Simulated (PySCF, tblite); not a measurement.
# C₅H₁₁BO₃Si: geometry, infrared bands and NMR shifts

What infrared bands and NMR shifts should C₅H₁₁BO₃Si (`CCOB1OCOC=C1[SiH3]`) show?

Programs: tblite 0.8.0 and PySCF 2.14.0, with density-fitted response routines of our own. Each step states its level of theory. These are calculated values for one molecule in the gas phase, unless marked as measured. Atoms count from 0, in the outputs and in this text.

### 1 Starting geometry

21 atoms, charge 0, multiplicity 1; geometry from: force field or distance geometry start.

Bonds of the start (Å): C0–C1 1.54, C1–O2 1.42, O2–B3 1.49, B3–O4 1.47, O4–C5 1.43, C5–O6 1.43, O6–C7 1.40, C7–C8 1.34, C8–Si9 1.84, C8–B3 1.56, C0–H10 1.11, C0–H11 1.10, C0–H12 1.11, C1–H13 1.11, C1–H14 1.12, C5–H15 1.11, C5–H16 1.11, C7–H17 1.09, Si9–H18 1.47, Si9–H19 1.48, Si9–H20 1.47.

### 2 Geometry optimisation with GFN2-xTB

Job settings and geometry (Å):

```
{"job": {"kind": "relax", "xc": "GFN2-xTB", "basis": "xTB"}, "charge": 0, "multiplicity": 1}
C      3.015000    -0.830800    -0.558900
C      1.678600    -0.077000    -0.487800
O      1.184700    -0.190500     0.836400
B     -0.128000     0.507700     0.889700
O     -0.210500     1.954800     1.135000
C     -0.936500     2.524200     0.049000
O     -2.242000     1.946200    -0.054600
C     -2.437800     0.562500     0.078300
C     -1.452400    -0.228300     0.517300
Si    -1.604500    -2.065600     0.536400
H      3.416600    -0.753800    -1.587600
H      3.730900    -0.391900     0.158100
H      2.847900    -1.898400    -0.299600
H      0.992800    -0.540700    -1.224500
H      1.870000     0.992400    -0.747200
H     -1.044300     3.615000     0.244500
H     -0.381500     2.407700    -0.908400
H     -3.404600     0.130900    -0.198400
H     -1.140700    -2.592200    -0.753500
H     -0.758100    -2.610600     1.616000
H     -3.004700    -2.444800     0.759300
```

Launch:

```sh
> OMP_NUM_THREADS=1 python probes_run.py task.json out
```

This one command runs all jobs of the session in turn.

**Question.** This job is followed by: GFN2-xTB harmonic vibrations, gas phase; GIAO PBE0/pcSseg-1 NMR shielding, non-relativistic, gas phase. Predict these results of the whole session: strongest single infrared mode (GFN2-xTB); zero-point energy (GFN2-xTB); 13C shifts against TMS (PBE0/pcSseg-1); 1H shifts against TMS (PBE0/pcSseg-1, means over atoms taken as alike); 17O shifts against H2O (PBE0/pcSseg-1); 11B shifts against BF3·OEt2 (PBE0/pcSseg-1); 29Si shifts against TMS (PBE0/pcSseg-1); surface potential, 1st and 99th percentile.

As calculated:

| quantity | value |
| --- | --- |
| strongest single infrared mode (GFN2-xTB) | 788 cm⁻¹, 470 km/mol |
| zero-point energy (GFN2-xTB) | 97.2 kcal/mol |
| 13C shifts against TMS (PBE0/pcSseg-1) | 173.8, 101.5, 92.5, 62.1, 19.6 ppm |
| 1H shifts against TMS (PBE0/pcSseg-1, means over atoms taken as alike) | 7.28, 5.80, 4.33, 4.16, 1.34 ppm |
| 17O shifts against H2O (PBE0/pcSseg-1) | 178.5, 135.5, 130.0 ppm |
| 11B shifts against BF3·OEt2 (PBE0/pcSseg-1) | 22.0 ppm |
| 29Si shifts against TMS (PBE0/pcSseg-1) | -76.3 ppm |
| surface potential, 1st and 99th percentile | -1.00 V and 0.94 V |

What this shows: The optimisation took 123 steps and gained 1.571 eV; among the close pairs (by a distance rule), O2–B3 changed most, from 1.488 to 1.339 Å. All 57 modes are real, so the xTB geometry is a minimum. The strongest single mode, at 788 cm⁻¹, is spread over several atoms, H19, H20, H18 among them. Unscaled tight-binding wavenumbers are off by several per cent, some by more. Its intensities can rank the bands wrongly. The most deshielded carbon is C7 (alkene carbon bearing oxygen), at 173.8 ppm: an sp2 carbon further deshielded by the attached heteroatom. The most deshielded hydrogen is H17 (hydrogen on an alkene carbon bearing oxygen), at 7.28 ppm: olefinic region. At PBE0/pcSseg-1: The largest span, 238 ppm, is at O6, where the paramagnetic term is -238 ppm. By nearest atom (PBE0/pcSseg-1), the HOMO sits on C8 35 %; O6 22 % and the LUMO on C7 33 %; C8 19 %.
